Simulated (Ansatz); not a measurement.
# Cl₂H₅NSi (built from SMILES Cl.N[SiH2]Cl): search for a transition state

Aim: find the saddle point of a four-centre ligand exchange that is to form Si1–Cl7, N2–H6 and break Si1–N2, H6–Cl7, prove it by its vibrations, and relax downhill on both sides to see what it joins.

Computed with Ansatz 0.2.0, Gaussian basis. Level: PBE0-D4, def2-SVP first, then def2-TZVP.

152 further runs of the same task are left out: 152 set aside as unsound or not needed.

**1. The system as given**

The guess: 9 atoms, charge 0, spin multiplicity 1.

Atoms are counted from 1 here; the program's logs count them from 0.

Bond lengths: Si1–N2 1.841 Å, Si1–H3 1.445 Å, Si1–H4 1.445 Å, Si1–Cl5 2.032 Å, N2–H6 1.152 Å, N2–H8 1.016 Å, N2–H9 1.016 Å. Angles: N2–Si1–H3 106.9°, N2–Si1–H4 106.9°, N2–Si1–Cl5 101.3°, H3–Si1–H4 125.2°, H3–Si1–Cl5 107.0°, H4–Si1–Cl5 107.1°, Si1–N2–H6 95.8°, Si1–N2–H8 115.2°, Si1–N2–H9 115.4°, H6–N2–H8 110.8°, H6–N2–H9 110.7°, H8–N2–H9 108.4°.

Coordinates:

```tsv
atom	x (Å)	y (Å)	z (Å)
Si1	-0.25390	0.41580	-0.81640
N2	-0.00380	-0.72300	0.60810
H3	-1.05750	1.51730	-0.33850
H4	1.02300	0.54320	-1.47990
Cl5	-1.44220	-0.70980	-2.02070
H6	0.66360	-0.00600	1.21490
Cl7	1.42110	1.50490	1.31080
H8	0.49310	-1.58260	0.39350
H9	-0.84340	-0.95970	1.12820
```

Distances that are to change: Si1–Cl7 2.92 Å, N2–H6 1.15 Å, Si1–N2 1.84 Å, H6–Cl7 1.69 Å.

**2. Relaxing the guess with the reacting distances held**

hold/in.yaml reads:

```yaml
crystal:
  periodic: [false, false, false]
  atoms:
    - {symbol: Si, position_ang: [-0.253900, 0.415800, -0.816400]}
    - {symbol: N, position_ang: [-0.003800, -0.723000, 0.608100]}
    - {symbol: H, position_ang: [-1.057500, 1.517300, -0.338500]}
    - {symbol: H, position_ang: [1.023000, 0.543200, -1.479900]}
    - {symbol: Cl, position_ang: [-1.442200, -0.709800, -2.020700]}
    - {symbol: H, position_ang: [0.663600, -0.006000, 1.214900]}
    - {symbol: Cl, position_ang: [1.421100, 1.504900, 1.310800]}
    - {symbol: H, position_ang: [0.493100, -1.582600, 0.393500]}
    - {symbol: H, position_ang: [-0.843400, -0.959700, 1.128200]}
basis:
  gaussian: {orbitals: def2-SVP}
hamiltonian: {xc: pbe0, dispersion: d4}
relax: {f_tol: 0.04, max_steps: 150, escape_saddle: false, constraints: [{distance: [0, 6]}, {distance: [1, 5]}, {distance: [0, 1]}, {distance: [5, 6]}]}
```

Run with:

```sh
> ansatz run in.yaml --threads 4 --pin off --events-out ev --progress --plain --max-ram 9574MiB
```

After this run come: A starting Hessian; Saddle search in the small basis; Saddle search in triple zeta; Checking the order of the point; Relaxing after a step of 0.30 Å one way along the mode; Relaxing after a step of 0.30 Å the other way along the mode.

Before running it: what results should come out? Wanted: imaginary mode; barrier from the start side; barrier from the end side; energy of the step; pairs that change; zero-point energy at the saddle.

As calculated:

```
                       quantity                                        value
                 imaginary mode                                    231i cm⁻¹
    barrier from the start side                                  25.1 kJ/mol
      barrier from the end side                                  38.6 kJ/mol
             energy of the step                                 -13.5 kJ/mol
              pairs that change  Si1–Cl7 formed, N2–H6 formed, H6–Cl7 broken
zero-point energy at the saddle                                     1.497 eV
```

The point has a single imaginary mode (231i cm⁻¹), as a transition state must. The two relaxations end on the structures that were planned. At PBE0-D4/def2-TZVP the electronic barrier is 25.1 kJ/mol, about 10 kT at 298 K, and the step runs 13.5 kJ/mol downhill. A step off the saddle overshot and began above it in energy, so the link to its end is likely but not proven.
